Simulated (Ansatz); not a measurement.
# ClH8NSi3: the cost of one run

Method: PBE0-D4/def2-TZVP structures, single points in def2-TZVPP, no counterpoise correction; program: Ansatz 0.2.0, Gaussian basis.

Levels: SPW92, PBE-D4, BLYP-D4, r2SCAN-D4, B97M-V, PBE0-D4, B3LYP-D4, r2SCAN0-D4, BHLYP-D4, CAM-B3LYP-D4, wB97X-V, wB97M-V, B2PLYP, PBE-QIDH, RPA on PBE, Hartree-Fock, MP2, CCSD, CCSD(T).

Correlated methods freeze the cores. B3LYP uses VWN-RPA correlation. B2PLYP carries no dispersion term here.

94 further runs of the same task are left out: 94 set aside as unsound or not needed. Runs told in other sessions of the task aren't counted.

### Step 1. Starting geometry

The complex: 15 atoms, charge 0, spin multiplicity 1.

Atoms are counted from 1 here; the program's logs count them from 0.

Bond lengths: Si1–Cl2 2.092 Å, Si1–N3 1.705 Å, Si1–H8 1.476 Å, Si1–H9 1.479 Å, N3–Si4 1.754 Å, N3–Si5 1.748 Å, Si4–H10 1.480 Å, Si4–H11 1.481 Å, Si4–H12 1.489 Å, Si5–H13 1.485 Å, Si5–H14 1.485 Å, Si5–H15 1.485 Å, H6–F7 0.932 Å. Angles: Cl2–Si1–N3 111.8°, Cl2–Si1–H8 105.8°, Cl2–Si1–H9 103.7°, N3–Si1–H8 111.0°, N3–Si1–H9 111.0°, H8–Si1–H9 113.1°, Si1–N3–Si4 123.8°, Si1–N3–Si5 119.2°, Si4–N3–Si5 117.0°, N3–Si4–H10 109.0°, N3–Si4–H11 111.6°, N3–Si4–H12 106.7°, H10–Si4–H11 111.3°, H10–Si4–H12 110.0°, H11–Si4–H12 108.2°, N3–Si5–H13 109.2°, N3–Si5–H14 108.3°, N3–Si5–H15 111.0° and more.

As a file:

```xyz
15
charge 0, multiplicity 1
Si    0.5213    1.4950    0.2661
Cl    2.5824    1.1398    0.3179
N    -0.3422    0.1324   -0.2849
Si   -1.1379   -1.0126    0.7786
Si   -0.4398   -0.1784   -2.0024
H     2.1869   -0.3672    1.8535
F     1.6527   -0.8925    2.4079
H     0.1377    1.8421    1.6481
H     0.3839    2.6262   -0.6761
H    -1.3096   -0.3916    2.1114
H    -0.3850   -2.2849    0.8698
H    -2.4688   -1.3032    0.1775
H    -0.2636   -1.6330   -2.2452
H     0.6392    0.5867   -2.6772
H    -1.7573    0.2412   -2.5449
```

Its parts: ClH₈NSi₃ holds atoms 1, 2, 3, 4, 5, 8, 9, 10, 11, 12, 13, 14, 15; HF holds atoms 6, 7. Each part counts its atoms afresh in its own runs.

### Step 2. Relaxing ClH₈NSi₃ alone

Contents of relax-a/in.yaml:

```yaml
crystal:
  periodic: [false, false, false]
  atoms:
    - {symbol: Si, position_ang: [0.521327, 1.495046, 0.266098]}
    - {symbol: Cl, position_ang: [2.582415, 1.139782, 0.317874]}
    - {symbol: N, position_ang: [-0.342196, 0.132385, -0.284925]}
    - {symbol: Si, position_ang: [-1.137850, -1.012570, 0.778623]}
    - {symbol: Si, position_ang: [-0.439780, -0.178381, -2.002446]}
    - {symbol: H, position_ang: [0.137746, 1.842080, 1.648050]}
    - {symbol: H, position_ang: [0.383910, 2.626156, -0.676091]}
    - {symbol: H, position_ang: [-1.309635, -0.391631, 2.111367]}
    - {symbol: H, position_ang: [-0.384992, -2.284880, 0.869779]}
    - {symbol: H, position_ang: [-2.468808, -1.303198, 0.177519]}
    - {symbol: H, position_ang: [-0.263620, -1.632972, -2.245177]}
    - {symbol: H, position_ang: [0.639176, 0.586654, -2.677161]}
    - {symbol: H, position_ang: [-1.757322, 0.241224, -2.544938]}
basis:
  gaussian: {orbitals: def2-TZVP}
hamiltonian: {xc: pbe0, dispersion: d4}
relax: {f_tol: 0.005, max_steps: 200}
```

Started as:

```
$ ansatz run in.yaml --threads 4 --pin off --events-out ev --progress --plain --max-ram 66560MiB --backend cuda --devices 0, --max-vram 37GiB
```

What time and memory should one allow on 1 × a share of an NVIDIA H100 with 4 threads of AMD EPYC 7R13, shared host?

About 52 s, with a peak of 0.9 GiB on the host.
